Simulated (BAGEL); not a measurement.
# GaH2SBr (SMILES [SH][GaH][Br]): RI-MP2/def2-SVP (density fitting with qzvpp-jkfit)

What is the energy change on altering one bond length of GaH2SBr at RI-MP2/def2-SVP (density fitting with qzvpp-jkfit)? 

Program for the calculation: BAGEL 1.2.2.

2 further runs of the same task are left out: 1 that didn't finish, 1 set aside as unsound or not needed.

### 1 The molecule

GaH2SBr: 5 atoms, total charge 0, spin state singlet. SMILES: `[SH][GaH][Br]`. Geometry: a GFN2-xTB relaxation, a rough one for these elements and not checked as a minimum. This is one conformer, not always the lowest.

Bond lengths: S1–Ga2 2.220 Å, Ga2–Br3 2.279 Å, S1–H4 1.333 Å, Ga2–H5 1.561 Å. Angles: S1–Ga2–Br3 120.1°, S1–Ga2–H5 124.8°, Br3–Ga2–H5 115.1°, Ga2–S1–H4 93.4°.

### 2 A single-point energy at RI-MP2/def2-SVP (density fitting with qzvpp-jkfit)

File mp2.json:

```json
{ "bagel" : [

{
  "title" : "molecule",
  "basis" : "svp",
  "df_basis" : "qzvpp-jkfit",
  "angstrom" : true,
  "geometry" : [
    { "atom" : "S", "xyz" : [      -1.599360,      -0.436790,      -0.485620 ] },
    { "atom" : "Ga", "xyz" : [       0.473260,      -0.029060,       0.196350 ] },
    { "atom" : "Br", "xyz" : [       1.765040,      -1.724230,       1.004850 ] },
    { "atom" : "H", "xyz" : [      -1.797130,       0.816140,      -0.894170 ] },
    { "atom" : "H", "xyz" : [       1.158200,       1.373940,       0.178590 ] }
  ]
},

{
  "title" : "hf"
},

{
  "title" : "mp2",
  "ncore" : 23
}

]}
```

Command:

```sh
$ BAGEL_NUM_THREADS=1 BAGEL mp2.json > mp2.out
```

The program printed:

```text
* using 1 threads per process

  ===============================================================
  ===============================================================

  *** Geometry ***

  { "atom" : "S", "xyz" : [     -3.022352,     -0.825413,     -0.917689 ] },
  { "atom" : "Ga", "xyz" : [      0.894332,     -0.054915,      0.371048 ] },
  { "atom" : "Br", "xyz" : [      3.335442,     -3.258322,      1.898891 ] },
  { "atom" : "H", "xyz" : [     -3.396084,      1.542281,     -1.689736 ] },
  { "atom" : "H", "xyz" : [      2.188681,      2.596370,      0.337486 ] },

  Number of auxiliary basis functions:      696

  Since a DF basis is specified, we compute 2- and 3-index integrals:
    o Being stored without compression. Storage requirement is 0.047 GB

  Number of basis functions:       92
  Number of electrons      :       84

    * METHOD: MOLECULE                             0.52

  *** RHF ***

  === Nuclear Repulsion ===
   481.4177893980

      * DIIS with orbital gradients will be used.

  === RHF iteration (svp) ===
      0      -4893.71757396          0.00684988           0.26
      1      -4893.76108720          0.00350620           0.26
      2      -4893.76961759          0.00089417           0.26
      3      -4893.77038707          0.00030017           0.26
      4      -4893.77046399          0.00005921           0.25
      5      -4893.77046758          0.00001760           0.26
      6      -4893.77046796          0.00000600           0.26
      7      -4893.77046803          0.00000134           0.25
      8      -4893.77046803          0.00000035           0.26
      9      -4893.77046803          0.00000015           0.26
     10      -4893.77046803          0.00000006           0.26
     11      -4893.77046803          0.00000002           0.26
     12      -4893.77046803          0.00000001           0.25
    * SCF iteration converged.

    * Permanent dipole moment:
           (    0.171262,    -0.871680,     0.261042) a.u.

    * METHOD: HF                                   3.80

  *** RHF ***

  === Nuclear Repulsion ===
   481.4177893980

      * DIIS with orbital gradients will be used.

  === RHF iteration (svp) ===
      0      -4893.77046803          0.00000000           0.26
    * SCF iteration converged.

    * Permanent dipole moment:
           (    0.171262,    -0.871680,     0.261042) a.u.

  === DF-MP2 calculation ===

    * freezing 23 orbitals
    * 3-index integral transformation done
    * assembly done

      MP2 correlation energy:   -0.5699052416      0.10

      MP2 total energy:       -4894.3403732707

    * METHOD: MP2                                  0.62

  ===============================================================
```

Run time: 5.4 s. Hardware: 1 thread of Arm Neoverse V2, shared host; peak memory 0.2 GiB.

### 3 The distorted shape

File mp2.json:

```json
{ "bagel": [

{
  "title": "molecule",
  "basis": "svp",
  "df_basis": "qzvpp-jkfit",
  "angstrom": true,
  "geometry": [
    { "atom": "S", "xyz": [   -1.702113,   -0.647265,   -0.482956 ] },
    { "atom": "Ga", "xyz": [    0.370507,   -0.239535,    0.199014 ] },
    { "atom": "Br", "xyz": [    1.662287,   -1.934705,    1.007514 ] },
    { "atom": "H", "xyz": [   -1.899883,    0.605665,   -0.891506 ] },
    { "atom": "H", "xyz": [    1.158200,    1.373940,    0.178590 ] }
  ]
},
{
  "title": "hf"
},
{
  "title": "mp2",
  "ncore": 23
}

]}
```

Command:

```sh
$ BAGEL_NUM_THREADS=1 BAGEL mp2.json > mp2.out
```

The program printed:

```text
* using 1 threads per process

  ===============================================================
  ===============================================================

  *** Geometry ***

  { "atom" : "S", "xyz" : [     -3.216527,     -1.223154,     -0.912655 ] },
  { "atom" : "Ga", "xyz" : [      0.700157,     -0.452656,      0.376082 ] },
  { "atom" : "Br", "xyz" : [      3.141267,     -3.656063,      1.903926 ] },
  { "atom" : "H", "xyz" : [     -3.590259,      1.144541,     -1.684702 ] },
  { "atom" : "H", "xyz" : [      2.188681,      2.596370,      0.337486 ] },

  Number of auxiliary basis functions:      696

  Since a DF basis is specified, we compute 2- and 3-index integrals:
    o Being stored without compression. Storage requirement is 0.047 GB

  Number of basis functions:       92
  Number of electrons      :       84

    * METHOD: MOLECULE                             0.51

  *** RHF ***

  === Nuclear Repulsion ===
   479.5960131280

      * DIIS with orbital gradients will be used.

  === RHF iteration (svp) ===
      0      -4893.70645591          0.00669121           0.26
      1      -4893.74858057          0.00345812           0.26
      2      -4893.75708268          0.00087996           0.26
      3      -4893.75788548          0.00029746           0.26
      4      -4893.75796529          0.00005818           0.26
      5      -4893.75796879          0.00001700           0.26
      6      -4893.75796916          0.00000592           0.26
      7      -4893.75796923          0.00000134           0.26
      8      -4893.75796923          0.00000035           0.26
      9      -4893.75796923          0.00000015           0.26
     10      -4893.75796923          0.00000006           0.26
     11      -4893.75796923          0.00000002           0.26
     12      -4893.75796923          0.00000001           0.26
    * SCF iteration converged.

    * Permanent dipole moment:
           (    0.257244,    -0.690586,     0.257742) a.u.

    * METHOD: HF                                   3.83

  *** RHF ***

  === Nuclear Repulsion ===
   479.5960131280

      * DIIS with orbital gradients will be used.

  === RHF iteration (svp) ===
      0      -4893.75796923          0.00000000           0.25
    * SCF iteration converged.

    * Permanent dipole moment:
           (    0.257244,    -0.690586,     0.257742) a.u.

  === DF-MP2 calculation ===

    * freezing 23 orbitals
    * 3-index integral transformation done
    * assembly done

      MP2 correlation energy:   -0.5694390528      0.10

      MP2 total energy:       -4894.3274082819

    * METHOD: MP2                                  0.61

  ===============================================================
```

Run time: 5.4 s. Hardware: 1 thread of Arm Neoverse V2, shared host; peak memory 0.2 GiB.

### 4 Results

At RI-MP2/def2-SVP (density fitting with qzvpp-jkfit), 23 core orbitals frozen:

| quantity | value |
| --- | --- |
| first shape: total energy | -4894.34037 Eh |
| first shape: correlation energy (23 core orbitals frozen) | -569.9 mEh |
| distorted shape: total energy | -4894.32741 Eh |
| distorted shape: correlation energy (23 core orbitals frozen) | -569.4 mEh |
| energy change with the Ga2–H5 bond stretched from 1.561 to 1.796 Å | 0.353 eV |

What this shows: With the Ga2–H5 bond stretched from 1.561 to 1.796 Å the energy rises by 0.35 eV (8.1 kcal/mol). The first shape isn't relaxed at this level, so the change isn't measured from a minimum.
